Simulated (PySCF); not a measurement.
# A diatomic session: GeAs−

One table from this session's results is given with a row withheld; the runs are named, their logs left out.

Method: Ge def2-TZVPPD, As def2-TZVPPD, no relativity; program: PySCF 2.14.0.

3 further runs of the same task are left out: 3 set aside as unsound or not needed.

Set-up of the first run:

The job is set up so:

* atoms: Ge, As
* charge: -1
* basis: Ge def2-TZVPPD, As def2-TZVPPD
* Hamiltonian: no relativity
* basis functions: 108
* electrons treated: 66
* masses in u: 73.9212, 74.9216
* levels: PBE0, PBE, r²SCAN, M06-L, B3LYP, r²SCAN0, LDA, B2PLYP, ωB97X, HF, MP2, SCS-MP2, CCSD, CCSD(T)
* grid: 80 radial by 434 angular points
* occupations: held fixed by the projection of orbital angular momentum
* dissociation limit: Ge− + As, each in its ground configuration
* starting distance in angstrom: 2.435
* values of 2S to try: 0, 2, 4

On the command line:

```bash
OMP_NUM_THREADS=2 python dia.py task.json out
```

Steps of the session up to this table: Input; First curve: PBE0; PBE (GGA); r²SCAN; M06-L (meta-GGA); B3LYP; r²SCAN0 (hybrid meta-GGA); LDA; B2PLYP (double hybrid); ωB97X (range-separated hybrid); RHF (mean field); Correlated methods on the Hartree–Fock reference.

One table of the session follows, with a row left open; its other results are not shown here.

Differences from CCSD(T) in the same basis:

```
      level  Re (mÅ)  ωe (%)
        RHF      -44   +13.9
    RHF-MP2        ?       ?
RHF-SCS-MP2       -1    -1.0
   RHF-CCSD      -19    +5.3
        LDA      -26    +1.8
        PBE       +5    -1.9
     r²SCAN      -19    +3.0
      M06-L       -5    +1.7
      B3LYP       -8    +1.2
       PBE0      -22    +4.8
    r²SCAN0      -35    +7.5
      ωB97X      -49   +12.1
     B2PLYP       +1    -2.1
```

Q: Estimate the row for RHF-MP2 from the others.

**Answer.** Re (mÅ): -2; ωe (%): -1.5. In the column «Re (mÅ)» it lies between M06-L (-5) and RHF-SCS-MP2 (-1).
